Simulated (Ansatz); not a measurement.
# CSO: the cost of one run

Program: Ansatz 0.2.0. Level of theory: DFT PBE+D3(BJ), plane waves, PAW, scalar-relativistic, no spin polarisation. These are calculated values, not measurements.

## Step 1: The structure to begin with

The cell holds 30 atoms (C10O10S10): a = 9.073 Å, b = 9.073 Å, c = 9.073 Å, α = 90.00°, β = 90.00°, γ = 90.00°.

Its coordinates follow in the input file.

## Step 2: Relaxing the start

The input, input.yaml:

```yaml
accuracy: low
crystal:
  lattice:
    - [9.073473, 0.0, 0.0]
    - [0.0, 9.073473, 0.0]
    - [0.0, 0.0, 9.073473]
  atoms:
    - { symbol: O, position: [0.7492648, 0.7722085, 0.1443169] }
    - { symbol: C, position: [0.7415546, 0.6786019, 0.2340689] }
    - { symbol: S, position: [0.7313158, 0.5542989, 0.3532533] }
    - { symbol: O, position: [0.1749244, 0.7078626, 1.0459738] }
    - { symbol: C, position: [0.2217927, 0.678533, 0.9284144] }
    - { symbol: S, position: [0.2840305, 0.6395854, 0.7723039] }
    - { symbol: O, position: [0.030375, 0.4120772, 0.5777355] }
    - { symbol: C, position: [0.0424622, 0.4121233, 0.4483872] }
    - { symbol: S, position: [0.0585133, 0.4121844, 0.2766219] }
    - { symbol: O, position: [1.0238268, 1.0038811, 1.056849] }
    - { symbol: C, position: [0.9814315, 0.9518248, 0.9456292] }
    - { symbol: S, position: [0.9251335, 0.8826976, 0.7979371] }
    - { symbol: O, position: [0.623171, 0.2033346, 0.1268541] }
    - { symbol: C, position: [0.623522, 0.2048033, 0.2567571] }
    - { symbol: S, position: [0.6239883, 0.2067536, 0.4292591] }
    - { symbol: O, position: [0.565445, 0.1194208, 0.8192789] }
    - { symbol: C, position: [0.5089597, 0.0355106, 0.9007992] }
    - { symbol: S, position: [0.4339512, -0.0759163, 1.0090524] }
    - { symbol: O, position: [0.2908539, 0.1460998, 0.2657758] }
    - { symbol: C, position: [0.2698436, 0.1280874, 0.3927057] }
    - { symbol: S, position: [0.2419435, 0.1041684, 0.5612596] }
    - { symbol: O, position: [0.8128919, 0.4037615, 0.9081121] }
    - { symbol: C, position: [0.7408797, 0.4917064, 0.8452074] }
    - { symbol: S, position: [0.6452525, 0.6084911, 0.7616745] }
    - { symbol: O, position: [0.0804213, 0.8403832, 0.4527437] }
    - { symbol: C, position: [0.2041292, 0.8007429, 0.4513] }
    - { symbol: S, position: [0.3684045, 0.7481034, 0.4493828] }
    - { symbol: O, position: [0.3849465, 0.2831895, 0.9086343] }
    - { symbol: C, position: [0.4399599, 0.3701614, 0.9879216] }
    - { symbol: S, position: [0.5130139, 0.485654, 1.0932095] }
basis:
  ecutwfc: 420.0
kpoints:
  mp_grid: { grid: [1, 1, 1] }
hamiltonian:
  xc: pbe
  dispersion: d3bj
scf:
  occupations: { method: fermi_dirac, width: 0.05 }
  lower_state_search: "off"
relax:
  f_tol: 0.3
  max_steps: 15
  adjacent_minimum: "off"
```

Started as:

```
$ ansatz run input.yaml --threads 1 --pin off --max-ram 3072MiB --backend cpu --events-out ev --progress --plain --runs-dir out
```

**Question.** How long does this run take on 1 thread of Arm Neoverse V2, shared host, and how much memory does it need?

About 72 s, with a peak of 0.62 GiB.
